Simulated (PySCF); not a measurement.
**A gas-phase reaction: F3HHf + FH → F4Hf + H2**

What reaction energy should one expect for `[F][HfH]([F])[F]` + `F` → `[F][Hf]([F])([F])[F]` + `[H][H]`?

Programs: PySCF 2.14.0. All values are calculated, for the isolated system unless a continuum is named. Atoms count from 0, parts from 1.

## (1) Starting point

Each species was relaxed by itself at PBE0-D3(BJ)/def2-SVPD.

## (2) Reaction energy: wB97M-D3(BJ)/def2-TZVPD

Job settings and geometry (Å):

```
{"job": {"kind": "react", "xc": "wB97M-D3(BJ)", "basis": "def2-TZVPD"}, "charge": 0, "multiplicity": 1}
-1 F3HHf charge 0 multiplicity 1
F     -1.093670     1.309460     0.892050
Hf    -0.024840    -0.024220     0.041150
F      1.370730    -0.685580     1.163430
F     -1.069510    -1.420130    -0.736150
H      0.817280     0.820440    -1.360450

-1 FH charge 0 multiplicity 1
F      0.457660     0.044630     0.015520
H     -0.457660    -0.044630    -0.015520

+1 F4Hf charge 0 multiplicity 1
F      0.137520     0.178700     1.896060
Hf     0.000450    -0.001070    -0.000200
F     -1.683350    -0.784020    -0.447480
F      1.414810    -1.116420    -0.636720
F      0.130540     1.722780    -0.811600

+1 H2 charge 0 multiplicity 1
H      0.379480    -0.020720    -0.014100
H     -0.379480     0.020720     0.014100
```

Level: wB97M-D3(BJ)/def2-TZVPD reaction energy of separated species, gas phase.

Started as:

```
$ OMP_NUM_THREADS=1 python cluster_run.py task.json out
```

This one command runs all jobs of the session in turn.

**Question.** The jobs that follow are: PBE0-D3(BJ)/def2-TZVPD reaction energy of separated species, gas phase. Predict: reaction energy (wB97M-D3(BJ)/def2-TZVPD); ΔH, ΔG at 298 K (xTB thermal terms). Thermal terms come from harmonic xTB runs on each species.

**Answer**, as computed:

```
                                                quantity                      value
               reaction energy (wB97M-D3(BJ)/def2-TZVPD)            -45.86 kcal/mol
                     ΔH, ΔG at 298 K (xTB thermal terms)      -47.3, -45.1 kcal/mol
range of the reaction energy over the runs of this table  -45.86 to -45.63 kcal/mol
```

In words: The reaction is exothermic by 47.3 kcal/mol in the gas phase; dispersion gives -0.06, and xTB itself gave -22.93 for the electronic energy (xTB energies and thermal terms come from the earlier relaxation of each species, not shown). No barrier was sought. xTB and this level differ widely in the electronic energy, so what comes from xTB (the thermal terms above all) is less safe here. The reaction energy runs from -45.86 (wB97M-D3(BJ)/def2-TZVPD) to -45.63 kcal/mol (PBE0-D3(BJ)/def2-TZVPD).
